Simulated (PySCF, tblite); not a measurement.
# C8H6N radical: geometry, infrared bands and EPR parameters

Aim: predict the infrared bands and EPR parameters of C8H6N radical (`[CH2]c1ccc(C#N)cc1`).

The runs use tblite 0.8.0 and PySCF 2.14.0, with density-fitted response routines of our own; the level of theory stands in each step. All values are computed, except where a source is named. Atoms count from 0, in the outputs and in this text.

### 1 The molecule as given

15 atoms, charge 0, multiplicity 2; geometry from: force field or distance geometry start.

Bonds of the start (Å): C0–C1 1.47, C1–C2 1.38, C2–C3 1.41, C3–C4 1.41, C4–C5 1.44, C5–N6 1.15, C4–C7 1.40, C7–C8 1.40, C8–C1 1.40, C0–H9 1.08, C0–H10 1.07, C2–H11 1.08, C3–H12 1.08, C7–H13 1.09, C8–H14 1.07.

### 2 Relaxing the molecule with GFN2-xTB

The job: settings as JSON, then the geometry in Å.

```
{"job": {"kind": "relax", "xc": "GFN2-xTB", "basis": "xTB"}, "charge": 0, "multiplicity": 2}
C      2.652000     0.355100    -0.111300
C      1.198800     0.167400    -0.061000
C      0.344900     1.221400    -0.319400
C     -1.050100     1.046400    -0.274800
C     -1.577200    -0.215300     0.070400
C     -3.000500    -0.406600     0.118700
N     -4.144000    -0.558500     0.164800
C     -0.704600    -1.272900     0.339300
C      0.678700    -1.091800     0.278900
H      3.048900     1.326300    -0.360800
H      3.312100    -0.466800     0.098400
H      0.723500     2.203600    -0.579000
H     -1.714400     1.878700    -0.470700
H     -1.100700    -2.259600     0.590200
H      1.328200    -1.919500     0.494600
```

Run with:

```console
> OMP_NUM_THREADS=1 python probes_run.py task.json out
```

One launch serves the whole session: the jobs run in the order shown.

**Question.** This job is followed by: GFN2-xTB harmonic vibrations, gas phase; UKS B3LYP, pcH-1 on C H N, non-relativistic, mean-field spin-orbit, GIAO. What will the session give for the following? strongest single infrared mode (GFN2-xTB); zero-point energy (GFN2-xTB); g(iso) (B3LYP); ⟨S²⟩; largest a(iso) (averaged by class); potential on the surface of density 0.002 e/bohr³, 1st and 99th percentile.

As calculated:

| quantity | value |
| --- | --- |
| strongest single infrared mode (GFN2-xTB) | 2341 cm⁻¹, 304 km/mol |
| zero-point energy (GFN2-xTB) | 69.2 kcal/mol |
| g(iso) (B3LYP) | 2.00269 |
| ⟨S²⟩ | 0.785 (exact 0.75) |
| largest a(iso) (averaged by class) | 13C on C0, 55.9 MHz |
| potential on the surface of density 0.002 e/bohr³, 1st and 99th percentile | -1.82 V and 1.30 V |

What this shows: Relaxing lowered the energy by 0.257 eV in 16 steps; the close pair that moved most is C0–C1, from 1.466 to 1.373 Å. All 39 modes are real, so the xTB geometry is a minimum. The strongest single mode, at 2341 cm⁻¹, moves mainly C5 and N6. GFN2-xTB is a fitted tight-binding method: band positions and strengths are rough. Its intensities can rank the bands wrongly. The largest share of the spin, 0.71 e, sits on C0. The isotropic g lies 0.4 ppt above the free-electron value. The conformer search found further structures of the same energy, which may be mirror or relabelled copies of this one.
